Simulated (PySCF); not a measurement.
# CsB+: from the state search to spectroscopic constants

The task here is to estimate one member of a computed series from the others.

Program: PySCF 2.14.0. Level of theory: Cs def2-SVP with ECP46, B def2-SVP, scalar-relativistic core potentials. These are calculated values, not measurements.

Set-up of the first run:

The job is set up so:

- atoms: Cs, B
- charge: 1
- basis: Cs def2-SVP with ECP46, B def2-SVP
- Hamiltonian: scalar-relativistic core potentials
- basis functions: 38
- electrons treated: 13
- masses in u: 132.9054, 11.0093
- levels: PBE0, PBE, r²SCAN, TPSSh, MN15, B97-3, HSE06, HF, MP2, SCS-MP2, CCSD, CCSD(T)
- grid: 80 radial by 434 angular points
- occupations: held fixed by the projection of orbital angular momentum
- dissociation limit: Cs+ + B, each in its ground configuration
- starting distance in angstrom: 3.120
- values of 2S to try: 1, 3

The run is started by

```bash
$ OMP_NUM_THREADS=1 python dia.py task.json out
```

Steps of the session up to this table: The job; First curve: PBE0; Other states along the same grid; PBE; r²SCAN; TPSSh (hybrid meta-GGA); MN15 (hybrid meta-GGA); B97-3; HSE06; UHF (mean field); Correlated methods on the Hartree–Fock reference.

One table of the session follows, with a row left open; its other results are not shown here.

Energy (eV) from each level's lowest point:

| R (Å) | UHF | UHF-MP2 | UHF-SCS-MP2 | UHF-CCSD | UHF-CCSD(T) |
| --- | --- | --- | --- | --- | --- |
| 3.275 | 0.184 | 0.147 | 0.153 | n/a | n/a |
| 3.427 | 0.091 | 0.067 | 0.071 | 0.066 | 0.064 |
| 3.579 | 0.038 | 0.023 | 0.026 | 0.023 | 0.023 |
| 3.694 | ? | ? | ? | ? | ? |
| 3.808 | 0.004 | 0.000 | 0.001 | 0.000 | 0.000 |
| 3.922 | 0.000 | 0.000 | 0.000 | 0.000 | 0.000 |
| 4.075 | 0.002 | 0.007 | 0.006 | 0.006 | 0.007 |
| 4.265 | 0.013 | 0.021 | 0.019 | 0.020 | 0.021 |
| 4.493 | 0.030 | 0.042 | 0.039 | 0.040 | 0.041 |
| 4.798 | 0.055 | 0.070 | 0.066 | n/a | n/a |

Q: Estimate the row for R (Å) = 3.694 from the others.

Worked estimate for «UHF». A straight line through the neighbours (3.579, 0.038) and (3.808, 0.004) gives 0.038 + (0.004 − 0.038) × (3.694 − 3.579) / (3.808 − 3.579) = 0.021; a parabola fitted to 4 rows on both sides gives 0.015.

The run gave: UHF: 0.016; UHF-MP2: 0.007; UHF-SCS-MP2: 0.009; UHF-CCSD: 0.007; UHF-CCSD(T): 0.007. In «UHF» the line misses by +0.005 and the parabola by -0.001.

To keep in mind: The bond is weak, and basis-set superposition, which was not computed, may be a sizeable part of it.
